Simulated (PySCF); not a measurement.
# Mo(24+), Mo(25+), Mo(26+): ionisation energies in even-tempered 18s12p5d4f, part 2 of 2

Aim: the ionisation energy of molybdenum from differences of total energies, at each level of theory, and how far each lands from the tabulated value where there is one.

PySCF 2.14.0; even-tempered 18s12p5d4f, the spin-free X2C one-electron Hamiltonian (Gaussian nucleus). The scripts are equivalent inputs of a driver's runs. The steps go on from the part before.

### 4 Mo(26+), method by method

**UHF**

The input, input.py:

```python
from pyscf import gto, scf, dft, mp, cc
mol = gto.M(atom="Mo 0 0 0", charge=26, spin=2, symmetry="D2h",
            basis=gto.etbs([(0, 18, 2.9, 2.5), (1, 12, 3.8, 2.5), (2, 5, 19, 2.7), (3, 4, 28, 2.7)]),
            nucmod="G")
mf = scf.UHF(mol).sfx2c1e()
mf.irrep_nelec = {'Ag': (3, 3), 'B1u': (2, 1), 'B2u': (2, 2), 'B3u': (2, 1)}
mf.kernel()
```

The log of the run:

```text
damping factor = 0
level_shift factor = 0
DIIS = <class 'pyscf.scf.diis.CDIIS'>
diis_start_cycle = 1
diis_space = 10
diis_damp = 0
SCF conv_tol = 1e-09
SCF conv_tol_grad = None
number electrons alpha = 9  beta = 7
cycle= 1 E= -3588.60579880064  delta_E= -0.00801  |g|= 0.0618  |ddm|= 0.0402
cycle= 2 E= -3588.60607716864  delta_E= -0.000278  |g|= 0.0127  |ddm|= 0.00775
cycle= 3 E= -3588.60608962875  delta_E= -1.25e-05  |g|= 0.000163  |ddm|= 0.00199
cycle= 4 E= -3588.60608962981  delta_E= -1.06e-09  |g|= 4.93e-06  |ddm|= 1.7e-05
cycle= 5 E= -3588.6060896298  delta_E= 5e-12  |g|= 5.79e-07  |ddm|= 4.6e-07
converged SCF energy = -3588.6060896298  <S^2> = 2.0011861  2S+1 = 3.0007906
```

It used 3.3 s of CPU time after the integrals (shared host).

The occupied shells:

| shell | electrons | mean orbital energy (eV) | spread (eV) | rms radius (bohr) |
| --- | --- | --- | --- | --- |
| 1s α | 1 | -21336.8 | 0 | 0.0404 |
| 1s β | 1 | -21330.1 | 0 | 0.0404 |
| 2s α | 1 | -4103.8 | 0 | 0.164 |
| 2s β | 1 | -4099.3 | 0 | 0.164 |
| 2p α | 3 | -3797.5 | 5.111 | 0.145 |
| 2p β | 3 | -3789.1 | 3.999 | 0.145 |
| 3s α | 1 | -1507.1 | 0 | 0.405 |
| 3s β | 1 | -1478.8 | 0 | 0.405 |
| 3p α | 3 | -1399.5 | 8.531 | 0.398 |
| 3p β | 1 | -1386.5 | 0 | 0.398 |

⟨S²⟩ = 2.001, ⟨L²⟩ = 2.00.

Spin-orbit constants on these orbitals (cm⁻¹; bare nucleus, screened nucleus, mean field): 3p 132200, 125900, 123200. To first order in LS coupling the lowest level has J = 2 and lies 7.64 eV below the centre of the term.

Spin-orbit coupling is strong in this species (close to jj coupling), so the high-spin LS determinant is a model state, not a physical level.

**LDA**

input.py, as changed from the run before:

```diff
@@ -4,3 +4,3 @@
             nucmod="G")
-mf = scf.UHF(mol).sfx2c1e()
+mf = dft.UKS(mol, xc="LDA,VWN").sfx2c1e()
 mf.irrep_nelec = {'Ag': (3, 3), 'B1u': (2, 1), 'B2u': (2, 2), 'B3u': (2, 1)}
```

The log of the run:

```text
damping factor = 0
level_shift factor = 0
DIIS = <class 'pyscf.scf.diis.CDIIS'>
diis_start_cycle = 1
diis_space = 10
diis_damp = 0
SCF conv_tol = 1e-09
SCF conv_tol_grad = None
number electrons alpha = 9  beta = 7
XC functionals = LDA,VWN
    P. A. M. Dirac.,  Math. Proc. Cambridge Philos. Soc. 26, 376 (1930)
    F. Bloch.,  Z. Phys. 57, 545 (1929)
    S. H. Vosko, L. Wilk, and M. Nusair.,  Can. J. Phys. 58, 1200 (1980)
cycle= 1 E= -3584.57822076559  delta_E= -0.0214  |g|= 0.059  |ddm|= 0.0584
cycle= 2 E= -3584.57823965698  delta_E= -1.89e-05  |g|= 0.0053  |ddm|= 0.00195
cycle= 3 E= -3584.57823983844  delta_E= -1.81e-07  |g|= 0.000201  |ddm|= 0.000185
cycle= 4 E= -3584.57823983885  delta_E= -4.08e-10  |g|= 5.35e-06  |ddm|= 1.09e-05
converged SCF energy = -3584.57823983885  <S^2> = 2.0001945  2S+1 = 3.0001297
```

It used 0.45 s of CPU time after the integrals (shared host).

**PBE**

input.py, as changed from the run before:

```diff
@@ -4,3 +4,3 @@
             nucmod="G")
-mf = dft.UKS(mol, xc="LDA,VWN").sfx2c1e()
+mf = dft.UKS(mol, xc="PBE").sfx2c1e()
 mf.irrep_nelec = {'Ag': (3, 3), 'B1u': (2, 1), 'B2u': (2, 2), 'B3u': (2, 1)}
```

The log of the run:

```text
damping factor = 0
level_shift factor = 0
DIIS = <class 'pyscf.scf.diis.CDIIS'>
diis_start_cycle = 1
diis_space = 10
diis_damp = 0
SCF conv_tol = 1e-09
SCF conv_tol_grad = None
number electrons alpha = 9  beta = 7
XC functionals = PBE
    J. P. Perdew, K. Burke, and M. Ernzerhof.,  Phys. Rev. Lett. 77, 3865 (1996)
    J. P. Perdew, K. Burke, and M. Ernzerhof.,  Phys. Rev. Lett. 78, 1396 (1997)
    J. P. Perdew, K. Burke, and M. Ernzerhof.,  Phys. Rev. Lett. 77, 3865 (1996)
    J. P. Perdew, K. Burke, and M. Ernzerhof.,  Phys. Rev. Lett. 78, 1396 (1997)
cycle= 1 E= -3589.15908526013  delta_E= -0.0142  |g|= 0.0237  |ddm|= 0.0497
cycle= 2 E= -3589.15909470845  delta_E= -9.45e-06  |g|= 0.00127  |ddm|= 0.00172
cycle= 3 E= -3589.15909473052  delta_E= -2.21e-08  |g|= 7.9e-05  |ddm|= 6.77e-05
cycle= 4 E= -3589.15909473061  delta_E= -8.64e-11  |g|= 5.7e-06  |ddm|= 4.72e-06
converged SCF energy = -3589.15909473061  <S^2> = 2.0003551  2S+1 = 3.0002367
```

CPU time 0.58 s on a shared host, the integrals not counted.

**PBE0**

input.py, as changed from the run before:

```diff
@@ -4,3 +4,3 @@
             nucmod="G")
-mf = dft.UKS(mol, xc="PBE").sfx2c1e()
+mf = dft.UKS(mol, xc="PBE0").sfx2c1e()
 mf.irrep_nelec = {'Ag': (3, 3), 'B1u': (2, 1), 'B2u': (2, 2), 'B3u': (2, 1)}
```

The log of the run:

```text
damping factor = 0
level_shift factor = 0
DIIS = <class 'pyscf.scf.diis.CDIIS'>
diis_start_cycle = 1
diis_space = 10
diis_damp = 0
SCF conv_tol = 1e-09
SCF conv_tol_grad = None
number electrons alpha = 9  beta = 7
XC functionals = PBE0
    C. Adamo and V. Barone.,  J. Chem. Phys. 110, 6158 (1999)
    M. Ernzerhof and G. E. Scuseria.,  J. Chem. Phys. 110, 5029 (1999)
cycle= 1 E= -3589.19610598707  delta_E= -0.0102  |g|= 0.0259  |ddm|= 0.0433
cycle= 2 E= -3589.19613228501  delta_E= -2.63e-05  |g|= 0.00202  |ddm|= 0.00271
cycle= 3 E= -3589.1961324975  delta_E= -2.12e-07  |g|= 0.000118  |ddm|= 0.000251
cycle= 4 E= -3589.19613249796  delta_E= -4.58e-10  |g|= 6.76e-06  |ddm|= 1.17e-05
converged SCF energy = -3589.19613249796  <S^2> = 2.0005093  2S+1 = 3.0003395
```

It used 1.2 s of CPU time after the integrals (shared host).

**r2SCAN**

input.py, as changed from the run before:

```diff
@@ -4,3 +4,3 @@
             nucmod="G")
-mf = dft.UKS(mol, xc="PBE0").sfx2c1e()
+mf = dft.UKS(mol, xc="R2SCAN").sfx2c1e()
 mf.irrep_nelec = {'Ag': (3, 3), 'B1u': (2, 1), 'B2u': (2, 2), 'B3u': (2, 1)}
```

The log of the run:

```text
damping factor = 0
level_shift factor = 0
DIIS = <class 'pyscf.scf.diis.CDIIS'>
diis_start_cycle = 1
diis_space = 10
diis_damp = 0
SCF conv_tol = 1e-09
SCF conv_tol_grad = None
number electrons alpha = 9  beta = 7
XC functionals = R2SCAN
    J. W. Furness, A. D. Kaplan, J. Ning, J. P. Perdew, and J. Sun.,  J. Phys. Chem. Lett. 11, 8208-8215 (2020)
    J. W. Furness, A. D. Kaplan, J. Ning, J. P. Perdew, and J. Sun.,  J. Phys. Chem. Lett. 11, 9248-9248 (2020)
    J. W. Furness, A. D. Kaplan, J. Ning, J. P. Perdew, and J. Sun.,  J. Phys. Chem. Lett. 11, 8208-8215 (2020)
    J. W. Furness, A. D. Kaplan, J. Ning, J. P. Perdew, and J. Sun.,  J. Phys. Chem. Lett. 11, 9248-9248 (2020)
cycle= 1 E= -3589.4269349931  delta_E= -0.0109  |g|= 0.0293  |ddm|= 0.0552
cycle= 2 E= -3589.42695826171  delta_E= -2.33e-05  |g|= 0.00196  |ddm|= 0.0025
cycle= 3 E= -3589.42695837563  delta_E= -1.14e-07  |g|= 8.97e-05  |ddm|= 0.000181
cycle= 4 E= -3589.42695837574  delta_E= -1.1e-10  |g|= 6.45e-06  |ddm|= 5.16e-06
converged SCF energy = -3589.42695837574  <S^2> = 2.0007614  2S+1 = 3.0005075
```

It used 1.5 s of CPU time after the integrals (shared host).

**M06-2X**

input.py, as changed from the run before:

```diff
@@ -4,3 +4,3 @@
             nucmod="G")
-mf = dft.UKS(mol, xc="R2SCAN").sfx2c1e()
+mf = dft.UKS(mol, xc="M062X").sfx2c1e()
 mf.irrep_nelec = {'Ag': (3, 3), 'B1u': (2, 1), 'B2u': (2, 2), 'B3u': (2, 1)}
```

The log of the run:

```text
damping factor = 0
level_shift factor = 0
DIIS = <class 'pyscf.scf.diis.CDIIS'>
diis_start_cycle = 1
diis_space = 10
diis_damp = 0
SCF conv_tol = 1e-09
SCF conv_tol_grad = None
number electrons alpha = 9  beta = 7
XC functionals = M062X
    Y. Zhao and D. G. Truhlar.,  Theor. Chem. Acc. 120, 215 (2008)
    Y. Zhao and D. G. Truhlar.,  Theor. Chem. Acc. 120, 215 (2008)
cycle= 1 E= -3589.77336788691  delta_E= -0.0174  |g|= 0.109  |ddm|= 0.0438
cycle= 2 E= -3589.77343660952  delta_E= -6.87e-05  |g|= 0.00474  |ddm|= 0.00438
cycle= 3 E= -3589.77343761002  delta_E= -1e-06  |g|= 0.000526  |ddm|= 0.000512
cycle= 4 E= -3589.7734376255  delta_E= -1.55e-08  |g|= 4.2e-05  |ddm|= 6.76e-05
cycle= 5 E= -3589.77343762555  delta_E= -5.28e-11  |g|= 1.08e-06  |ddm|= 4.38e-06
converged SCF energy = -3589.77343762555  <S^2> = 2.0006533  2S+1 = 3.0004355
```

CPU time 2.5 s on a shared host, the integrals not counted.

**M06-L**

input.py, as changed from the run before:

```diff
@@ -4,3 +4,3 @@
             nucmod="G")
-mf = dft.UKS(mol, xc="M062X").sfx2c1e()
+mf = dft.UKS(mol, xc="M06L").sfx2c1e()
 mf.irrep_nelec = {'Ag': (3, 3), 'B1u': (2, 1), 'B2u': (2, 2), 'B3u': (2, 1)}
```

The log of the run:

```text
damping factor = 0
level_shift factor = 0
DIIS = <class 'pyscf.scf.diis.CDIIS'>
diis_start_cycle = 1
diis_space = 10
diis_damp = 0
SCF conv_tol = 1e-09
SCF conv_tol_grad = None
number electrons alpha = 9  beta = 7
XC functionals = M06L
    Y. Zhao and D. G. Truhlar.,  J. Chem. Phys. 125, 194101 (2006)
    Y. Zhao and D. G. Truhlar.,  J. Chem. Phys. 125, 194101 (2006)
    Y. Zhao and D. G. Truhlar.,  Theor. Chem. Acc. 120, 215 (2008)
cycle= 1 E= -3589.43438051902  delta_E= -0.0129  |g|= 0.081  |ddm|= 0.0913
cycle= 2 E= -3589.4343994961  delta_E= -1.9e-05  |g|= 0.0024  |ddm|= 0.00223
cycle= 3 E= -3589.4343995884  delta_E= -9.23e-08  |g|= 0.000172  |ddm|= 0.000149
cycle= 4 E= -3589.43439958891  delta_E= -5.14e-10  |g|= 1.45e-05  |ddm|= 1.13e-05
converged SCF energy = -3589.43439958891  <S^2> = 2.0007003  2S+1 = 3.0004668
```

It used 1.5 s of CPU time after the integrals (shared host).

**MP2 (outer shells)**

input.py, as changed from the run before:

```diff
@@ -4,4 +4,5 @@
             nucmod="G")
-mf = dft.UKS(mol, xc="M06L").sfx2c1e()
+mf = scf.UHF(mol).sfx2c1e()
 mf.irrep_nelec = {'Ag': (3, 3), 'B1u': (2, 1), 'B2u': (2, 2), 'B3u': (2, 1)}
 mf.kernel()
+mp.UMP2(mf, frozen=1).kernel()
```

No log was kept for this step.

It used 1 s of CPU time after the integrals (shared host).

With 14 electrons correlated, the MP2 correlation energy is -0.54865 hartree (-0.14939 same spin, -0.39926 opposite spin); the SCS form gives -0.52891. Largest pairs of shells: 2p-2p -0.1915, 2p-3p -0.0804, 3s-3p -0.0765, 3p-3p -0.0731, 2s-2p -0.0561.

### 5 How the shells move

Highest occupied Hartree-Fock shell of each state: Mo(24+) 3p at -1272.3 eV; Mo(25+) 3p β at -1329.0 eV; Mo(26+) 3p β at -1386.5 eV.

### 6 The energy differences

Ionisation energy: Mo(24+) [Ar] (1S) → Mo(25+) [Ne] 3s2 3p5 (2P).

| method | value (eV) | less the reference (eV) | CPU time, both states (s) |
| --- | --- | --- | --- |
| UHF | 1271.0 | +0.6 | 6.4 |
| LDA | 1272.4 | +2.0 | 0.91 |
| PBE | 1272.4 | +2.0 | 1.2 |
| PBE0 | 1272.6 | +2.1 | 2.3 |
| r2SCAN | 1273.1 | +2.6 | 2.7 |
| M06-2X | 1272.9 | +2.4 | 4.6 |
| M06-L | 1273.1 | +2.6 | 3 |
| MP2 (outer shells) | 1272.0 | +1.5 | 8.6 |
| SCS-MP2 (outer shells) | 1271.8 | +1.4 | 8.6 |

Reference: 1263 ± 4 eV (semi-empirical (NIST evaluation); NIST Atomic Spectra Database, ionization energies). A first-order spin-orbit estimate (lowest level to lowest level, LS coupling) adds -7.470 eV; the last energy column includes it. For this ion Breit and QED terms and the two-electron picture change, all absent here, are large against electron correlation.

Ionisation energy: Mo(25+) [Ne] 3s2 3p5 (2P) → Mo(26+) [Ne] 3s2 3p4 (3P).

| method | value (eV) | less the reference (eV) | CPU time, both states (s) |
| --- | --- | --- | --- |
| UHF | 1327.8 | +8.2 | 6.7 |
| LDA | 1330.0 | +10.4 | 0.91 |
| PBE | 1330.0 | +10.4 | 1.2 |
| PBE0 | 1330.0 | +10.4 | 2.3 |
| r2SCAN | 1330.2 | +10.6 | 3 |
| M06-2X | 1330.2 | +10.6 | 4.9 |
| M06-L | 1329.8 | +10.2 | 3 |
| MP2 (outer shells) | 1328.8 | +9.2 | 8.8 |
| SCS-MP2 (outer shells) | 1328.8 | +9.2 | 8.8 |

Reference: 1319.6 ± 1.4 eV (semi-empirical (NIST evaluation); NIST Atomic Spectra Database, ionization energies). Spin-orbit coupling is strong in these open shells (close to jj coupling). The scalar numbers leave it out, so it can dominate the gap to the real levels. For this ion Breit and QED terms and the two-electron picture change, all absent here, are large against electron correlation.

Ionisation energy: Mo(26+) [Ne] 3s2 3p4 (3P) → Mo(27+) [Ne] 3s2 3p3 (4S).

| method | value (eV) | less the reference (eV) |
| --- | --- | --- |
| UHF | 1385.5 | +0.4 |
| LDA | 1388.0 | +2.9 |
| PBE | 1388.3 | +3.2 |
| PBE0 | 1388.1 | +3.0 |
| r2SCAN | 1387.9 | +2.8 |
| M06-2X | 1388.4 | +3.3 |
| M06-L | 1387.3 | +2.2 |
| MP2 (outer shells) | 1386.5 | +1.4 |
| SCS-MP2 (outer shells) | 1386.5 | +1.4 |

Reference: 1385.1 ± 1.9 eV (semi-empirical (NIST evaluation); NIST Atomic Spectra Database, ionization energies). Spin-orbit coupling is strong in these open shells (close to jj coupling). The scalar numbers leave it out, so it can dominate the gap to the real levels. For this ion Breit and QED terms and the two-electron picture change, all absent here, are large against electron correlation.

The differences also use runs on Mo(27+) [Ne] 3s2 3p3 (4S), which are not shown here. Times are CPU seconds on a shared host without the integrals; correlated rows include their Hartree-Fock run, whose time holds the symmetry-adapted start and any spin-orbit constants, while functionals begin from orbitals already made.

### 7 Results

The summary covers parts 1 to 2.

```
                  quantity                                                             value
ionisation energy, Mo(24+)      UHF 1271.0, MP2 (outer shells) 1272.0 eV; reference 1263 ± 4
ionisation energy, Mo(25+)  UHF 1327.8, MP2 (outer shells) 1328.8 eV; reference 1319.6 ± 1.4
ionisation energy, Mo(26+)  UHF 1385.5, MP2 (outer shells) 1386.5 eV; reference 1385.1 ± 1.9
```

For the first difference the methods span 2.070 eV, from UHF (1271.0) to M06-L (1273.1). The reference is uncertain or not like for like (spin-orbit coupling or other relativistic terms), so no ranking of close methods is drawn. All values hold for this basis alone; no basis-set limit was taken.
